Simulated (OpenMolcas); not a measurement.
# Ir⁴⁺ among point charges: CASSCF and CASPT2 levels and susceptibility

Aim: the splitting of the states of Ir⁴⁺ in the field of 6 point charges, its lowest levels with spin-orbit coupling and its magnetic susceptibility.

Program: OpenMolcas 26.06. Level of theory: state-averaged CASSCF and CASPT2, spin-orbit coupling by RASSI with atomic mean-field integrals. These are calculated values, not measurements, unless marked.

## (1) Starting point

- Species: Ir⁴⁺ (iridium, Z = 77, 73 electrons)
- Basis: ANO-RCC-VTZP [8s7p5d3f1g], 84 functions
- Scalar Hamiltonian: DKH2, point nucleus
- Inactive shells: 1s 2s 2p 3s 3p 3d 4s 4p 4d 4f 5s 5p
- Active space: 5 electrons in 5 orbitals (5d)
- Some configurations of this space: 5d⁵
- Orbitals: optimised for each spin and parity, averaged over all roots

Outer shells as boxes (Hund's rule):

5d5
```
5d [↑ ][↑ ][↑ ][↑ ][↑ ]
```

The ion sits among 6 point charges of -0.75 e arranged as a tetragonal octahedron (D4h), 1.92 Å from the ion, with the axial distance 2.093 Å.

Each step is its own input file, run in one work folder so that later steps find the files of earlier ones. Labels, J, g values, rates, χT and fits are worked out afterwards by a script from the matrices that RASSI stores. The input lists half of the charges; inversion (Group=XYZ) makes the rest.

## (2) Basis and integrals

The input, a.inp:

```
&GATEWAY
Coord
1

Ir 0.0 0.0 0.0
Basis=ANO-RCC-VTZP
Group=XYZ
NoMove
AngMom=0.0 0.0 0.0
AMFI
XField
3 Angstrom 0
1.920000 0.000000 0.000000 -0.750000
0.000000 1.920000 0.000000 -0.750000
0.000000 0.000000 2.092800 -0.750000
&SEWARD
```

Run with:

```console
$ OMP_NUM_THREADS=1 MOLCAS_MEM=1689 MOLCAS_PROJECT=a pymolcas a.inp > a.log
```

## (3) Reference wave functions, sextets of even parity, 1 root

The input, a.inp:

```
&RASSCF
FileOrb=start.orb
Symmetry=1
Spin=6
nActEl=5 0 0
Inactive=15 19
Ras2=5 0
CIRoot=1 1 1
SDav=1
CIMx=300
Iter=120 100
PrWF=0.3
OrbListing=Nothing
MaxOrb=0
>>> COPY $Project.JobIph JOB001
```

start.orb holds the contracted functions of the basis, ordered by shell, or the orbitals of the step before.

## (4) Reference wave functions, quartets of even parity, 24 roots

The input, a.inp:

```
&RASSCF
FileOrb=start.orb
Symmetry=1
Spin=4
nActEl=5 0 0
Inactive=15 19
Ras2=5 0
CIRoot=24 24 1
SDav=24
CIMx=300
Iter=120 100
PrWF=0.3
OrbListing=Nothing
MaxOrb=0
>>> COPY $Project.JobIph JOB002
```

## (5) Reference wave functions, doublets of even parity, 75 roots

The input, a.inp:

```
&RASSCF
FileOrb=start.orb
Symmetry=1
Spin=2
nActEl=5 0 0
Inactive=15 19
Ras2=5 0
CIRoot=75 75 1
SDav=75
CIMx=300
Iter=120 100
PrWF=0.3
OrbListing=Nothing
MaxOrb=0
>>> COPY $Project.JobIph JOB003
```

## (6) RASSI: spin-orbit coupling between the states

The input, a.inp:

```
&RASSI
NrOfJobIphs=3 1 24 75
1
1 2 3 4 5 6 7 8 9 10 11 12 13 14 15 16 17 18 19 20 21 22 23 24
1 2 3 4 5 6 7 8 9 10 11 12 13 14 15 16 17 18 19 20 21 22 23 24 25 26 27
28 29 30 31 32 33 34 35 36 37 38 39 40 41 42 43 44 45 46 47 48 49 50 51
52 53 54 55 56 57 58 59 60 61 62 63 64 65 66 67 68 69 70 71 72 73 74 75
IphNames
JOB001
JOB002
JOB003
EJob
SpinOrbit
DIPRint=1.0
SOCoupling=1000.0
Subsets=2
Property=9
'ANGMOM' 1 'ANGMOM' 2 'ANGMOM' 3 'MLTPL  1' 1 'MLTPL  1' 2 'MLTPL  1' 3
'AMFI' 1 'AMFI' 2 'AMFI' 3
SOProperty=3
'ANGMOM' 1 'ANGMOM' 2 'ANGMOM' 3
```

## (7) CASPT2: IPEA 0.25, imaginary shift 0.1 (closed shells correlated: 5s 5p)

The input, a.inp:

```
>>> COPY JOB001 $Project.JobIph
&CASPT2
Multistate=1 1
Frozen=14 16
IPEA=0.25
Imaginary=0.1
MaxIter=60
WThr=0.0 0.3 0.05
PrWF=0.5
NoMix
>>> COPY JOB002 $Project.JobIph
&CASPT2
Multistate=24 1 2 3 4 5 6 7 8 9 10 11 12 13 14 15 16 17 18 19 20 21 22
23 24
NoMult
Frozen=14 16
IPEA=0.25
Imaginary=0.1
MaxIter=60
WThr=0.0 0.3 0.05
PrWF=0.5
NoMix
>>> COPY JOB003 $Project.JobIph
&CASPT2
Multistate=75 1 2 3 4 5 6 7 8 9 10 11 12 13 14 15 16 17 18 19 20 21 22
23 24 25 26 27 28 29 30 31 32 33 34 35 36 37 38 39 40 41 42 43 44 45 46
47 48 49 50 51 52 53 54 55 56 57 58 59 60 61 62 63 64 65 66 67 68 69 70
71 72 73 74 75
NoMult
Frozen=14 16
IPEA=0.25
Imaginary=0.1
MaxIter=60
WThr=0.0 0.3 0.05
PrWF=0.5
NoMix
```

(Steps that only read results are left out.)

**Question.** What will these runs give? Wanted: spin-free ground state; lowest level; next level.

As calculated:

| quantity | value |
| --- | --- |
| method | SS-CASPT2, IPEA 0.25, imaginary shift 0.1 (closed shells correlated: 5s 5p) |
| spin-free ground state | 6A1, 1-fold in its orbital part |
| lowest level | 2-fold E3/2, g = 2.12, 2.12, 4.79 |
| next level | 21.5 cm⁻¹ |
| χT at 300 K | 4.05 cm³ K/mol |
| effective moment at 300 K | 5.69 μB |

Cost by method:

```csv
method,time of its own steps,time with the reference
A. CASSCF,24 s,24 s
"B. SS-CASPT2, IPEA 0.25, imaginary shift 0.1, +5s 5p",16 s,40 s
```

Times are of one thread on a shared host.

The spin-free ground state (6A1) comes to 100 % from free-ion S terms and keeps the highest spin of the shell. χT at 300 K is 4.05, against 4.39 cm³ K/mol for the spin alone, as a half-filled shell (L = 0) has no orbital moment. An active space of the d shell alone favours high spin; real ions in strong fields can be low spin. The field of point charges can differ much from that of real complexes. With metal d orbitals alone active, the gaps between spin states are rough; where two lie within a few thousand cm-1, their order is open. This is an electrostatic model: the charges have no orbitals.
